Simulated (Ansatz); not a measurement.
Predict the output of the script below (the Ansatz DFT code, driven from Python).

Contents of `asf.xyz`:
```text
2

As    0.00000    0.00000    0.00000
F     0.00000    0.00000    1.89000
```

The script, `asf_x2c.py`:
```python
"""AsF(-) with and without the spin-free two-component Hamiltonian."""

import ansatz as az
import numpy as np

SETTINGS = {
    "functional": "pbe0",
    "charge": -1,
}

system = az.Crystal.molecule_from_extxyz("asf.xyz")

model = (
    system.calculation()
    .functional(SETTINGS["functional"])
    .charge(SETTINGS["charge"])
    .spin("collinear", total=1)
    .scf(lower_state_search="off")
    .forces()
)
# a set contracted for a scalar-relativistic Hamiltonian goes with the relativistic run
sets = {"none": "cc-pVTZ", "scalar": "cc-pVTZ-DK"}
found = {kind: model.basis(gaussian=basis).pseudopotentials(relativity=kind).run(threads=1).report for kind, basis in sets.items()}
for kind, each in found.items():
    dipole = 4.803205 * np.linalg.norm(each["charge_distribution"]["dipole_moment_e_ang"])
    print(f"{kind:7s} E = {each['free_energy_ev']:.4f} eV  dipole {dipole:.3f} D  largest force component {np.abs(each['forces_ev_ang']).max():.4f} eV/A")
print(f"relativity lowers the total energy by {found['none']['free_energy_ev'] - found['scalar']['free_energy_ev']:.3f} eV")
```

Output of `python asf_x2c.py`:
```text
none    E = -63550.1701 eV  dipole 0.841 D  largest force component 0.7478 eV/A
scalar  E = -64229.3640 eV  dipole 0.932 D  largest force component 0.6870 eV/A
relativity lowers the total energy by 679.194 eV
```

What to keep in mind:
- These settings explore the input space; basis and method may be short of convergence.
- The geometry is a force-field or estimated start, not a minimum of this method. The basis set changes with the Hamiltonian (a set recontracted for scalar relativity), and most of the change in the total lies in the cores.
- The run takes the species as open-shell (spin multiplicity 2), which needn't be its ground state.
- An ion's dipole depends on the origin; the program takes it about the centre of nuclear charge.
- The spin state was assumed, and another may lie lower.
- Anions want diffuse functions, which this basis lacks.
- Run time: 3.5 s on 1 thread of Arm Neoverse V2, with other jobs on the host, peak memory 0.18 GiB.
